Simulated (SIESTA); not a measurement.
The system is V, a sheet with vacuum.

```
CELL_PARAMETERS angstrom
2.29552 0.00000 0.00000
0.00000 2.29552 0.00000
0.00000 0.00000 23.80000
ATOMIC_POSITIONS crystal
V 0.50000 0.50000 0.29412
```

The cell was built by a generator and needn't be a form met in nature.

Alike in all runs: program SIESTA 5.4.2; functional PBE; potentials or basis PseudoDojo 0.4 standard (PBE files); basis DZP (energy shift 0.003 Ry; two zetas on semicore shells); grid cutoff 800 Ry; energy shift 0.003 Ry; k mesh 11 × 11 × 1; occupations fermi-dirac, width 0.05 eV.

**Question.** Only the start or the spin constraint differs. Which run ends lowest in energy?
A. collinear spin, ferromagnetic start of up to 2 μB; fixed moment 2
B. collinear spin, ferromagnetic start of up to 2 μB; fixed moment 1
C. collinear spin, ferromagnetic start of up to 2 μB; fixed moment 0

**Answer.** C.

| start | free energy over the lowest (meV/atom) | net moment (μB) | site or absolute moments (μB) | gap |
| --- | --- | --- | --- | --- |
| collinear spin, ferromagnetic start of up to 2 μB; fixed moment 0 | 0.0 | 0.00 | - | - |
| collinear spin, ferromagnetic start of up to 2 μB; fixed moment 1 | 84.5 | 1.00 | V +1.00 | - |
| collinear spin, ferromagnetic start of up to 2 μB; fixed moment 2 | 362.3 | 2.00 | V +2.00 | - |

All polarised runs hold their moment fixed, so the table maps the energy against it. A still lower state may exist.

Caveats: the basis of atomic orbitals isn't converged, which shifts pressures, moduli and gaps; the total moment is fixed, so each spin has its own Fermi level; the moment is held away from its start (some runs).
